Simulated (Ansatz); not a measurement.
# Hf2ZrTe6: the cost of one run

Computed with Ansatz 0.2.0 (DFT PBE, scalar-relativistic, plane waves, PAW, unless a step's input says otherwise).

## 1. Starting point

Symmetry: P-31m, No. 162, trigonal system. Conventional cell: a = 6.895 Å, b = 6.895 Å, c = 7.158 Å, α = 90.00°, β = 90.00°, γ = 120.00°. Zr (site symmetry -3m) is surrounded by 6 Te at 2.92 Å. Hf (site symmetry 32) has 6 Te at 2.90 Å as nearest neighbours. Te (site symmetry m) has 2 Hf at 2.90 Å and 1 Zr at 2.92 Å as nearest neighbours.

As a file:

```
Zr Hf Te
1.0
     6.89491    0.00000    0.00000
    -3.44745    5.97117    0.00000
     0.00000    0.00000    7.15805
Zr Hf Te
1 2 6
Cartesian
  0.0000 0.0000 0.0000
  3.4475 1.9904 0.0000
  0.0000 3.9808 0.0000
  1.1565 2.0031 5.3804
  -2.2909 3.9680 5.3804
  4.5819 0.0000 5.3804
  -1.1565 2.0031 1.7777
  2.2909 3.9680 1.7777
  2.3130 0.0000 1.7777
```

The start is the relaxed end of an invented cell (made as: elements ordered on the sites of the ZrTe2 type, Hf/Zr on Zr (P-31m, No. 162)), taken up again for a closer look.

## 2. Probe: one point on a coarse mesh

Contents of input.yaml:

```yaml
crystal:
  lattice:
    - [6.8949093, 0.0, 0.0]
    - [-3.4474547, 5.9711666, 0.0]
    - [0.0, 0.0, 7.1580499]
  atoms:
    - { symbol: Zr, position: [0.0, 0.0, 0.0] }
    - { symbol: Hf, position: [0.6666667, 0.3333333, 0.0] }
    - { symbol: Hf, position: [0.3333333, 0.6666667, 0.0] }
    - { symbol: Te, position: [0.335468, 0.335468, 0.751651] }
    - { symbol: Te, position: [0.0, 0.664532, 0.751651] }
    - { symbol: Te, position: [0.664532, 0.0, 0.751651] }
    - { symbol: Te, position: [0.0, 0.335468, 0.248349] }
    - { symbol: Te, position: [0.664532, 0.664532, 0.248349] }
    - { symbol: Te, position: [0.335468, 0.0, 0.248349] }
basis:
  ecutwfc: 420
kpoints:
  mp_grid: { grid: [3, 3, 4] }
hamiltonian:
  xc: pbe
scf:
  occupations: { method: gaussian, width: 0.1 }
  lower_state_search: "off"
output:
  forces: true
  stress: true
  eigenvalues: true
```

Run with:

```console
ansatz run input.yaml --threads 4 --pin off --max-ram 8192MiB --backend cpu --events-out ev --progress --plain --runs-dir out
```

What time and memory should one allow on 4 threads of Arm Neoverse V2, shared host?

About 4.1 s, with a peak of 1 GiB.
